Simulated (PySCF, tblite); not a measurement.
# C5H10AlCl: geometry, infrared bands and NMR shifts

Wanted: the infrared bands and NMR shifts of C5H10AlCl (`C/C=C(\C)[CH2][AlH][Cl]`), by calculation.

Computed with tblite 0.8.0 and PySCF 2.14.0, with density-fitted response routines of our own, on a single molecule in the gas phase. Atoms count from 0, in the outputs and in this text.

### Step 1. The starting structure

17 atoms, charge 0, multiplicity 1; geometry from: force field or distance geometry start.

Bonds of the start (Å): C0–C1 1.50, C1–C2 1.32, C2–C3 1.49, C2–C4 1.50, C4–Al5 2.01, Al5–Cl6 2.23, C0–H7 1.09, C0–H8 1.11, C0–H9 1.11, C1–H10 1.09, C3–H11 1.10, C3–H12 1.13, C3–H13 1.11, C4–H14 1.13, C4–H15 1.09, Al5–H16 1.59.

### Step 2. Geometry optimisation with GFN2-xTB

What the job is given:

```
{"job": {"kind": "relax", "xc": "GFN2-xTB", "basis": "xTB"}, "charge": 0, "multiplicity": 1}
C      2.245400    -0.666600    -0.124000
C      0.943600    -0.473200    -0.840200
C      0.034200     0.287700    -0.257700
C      0.228900     0.979200     1.044900
C     -1.268200     0.466000    -0.980000
Al    -2.647300    -0.251500     0.294200
Cl    -1.975400    -1.715500     1.836400
H      2.172800    -0.552800     0.962000
H      2.589200    -1.689800    -0.382700
H      3.018700     0.014900    -0.543900
H      0.738900    -0.954600    -1.800500
H      1.084500     1.665700     0.965600
H     -0.662100     1.635300     1.291400
H      0.289200     0.277800     1.901300
H     -1.447000     1.567100    -1.174100
H     -1.251300    -0.120700    -1.898700
H     -4.101300    -0.456900    -0.303900
```

Launch:

```bash
$ OMP_NUM_THREADS=1 python probes_run.py task.json out
```

One launch serves the whole session: the jobs run in the order shown.

**Question.** This job is followed by: GFN2-xTB harmonic vibrations, gas phase; GIAO PBE0/pcSseg-1 NMR shielding, non-relativistic, gas phase. Predict these results of the whole session: strongest single infrared mode (GFN2-xTB); zero-point energy (GFN2-xTB); ¹³C shifts against TMS (PBE0/pcSseg-1); ¹H shifts against TMS (PBE0/pcSseg-1, means over atoms taken as alike); ²⁷Al shifts against AlH4- (PBE0/pcSseg-1); ³⁵Cl shifts against HCl (PBE0/pcSseg-1).

The runs gave:

```
                                                              quantity                               value
                             strongest single infrared mode (GFN2-xTB)                686 cm⁻¹, 405 km/mol
                                          zero-point energy (GFN2-xTB)                       81.5 kcal/mol
                                ¹³C shifts against TMS (PBE0/pcSseg-1)  139.3, 125.6, 37.1, 26.9, 16.5 ppm
¹H shifts against TMS (PBE0/pcSseg-1, means over atoms taken as alike)    5.52, 5.35, 1.88, 1.83, 1.78 ppm
                             ²⁷Al shifts against AlH4- (PBE0/pcSseg-1)                           170.6 ppm
                               ³⁵Cl shifts against HCl (PBE0/pcSseg-1)                              43 ppm
```

The optimisation took 136 steps and gained 0.772 eV; among the close pairs (by a distance rule), Al5–Cl6 changed most, from 2.230 to 2.025 Å. The lowest mode is slightly imaginary (19i cm⁻¹), a soft motion within the noise of the Hessian, so the minimum is not strictly shown. The strongest single mode, at 686 cm⁻¹, is carried by Al5, H16, C4, H14. Unscaled tight-binding wavenumbers are off by several per cent, some by more. Its intensities can rank the bands wrongly. H10 (hydrogen on an alkene CH) lies farthest downfield among hydrogen, at 5.52 ppm; a vinylic proton, deshielded by the sp2 carbon and the C=C anisotropy. At PBE0/pcSseg-1: The widest tensor belongs to Cl6: span 321 ppm, with a paramagnetic part of -243 ppm.
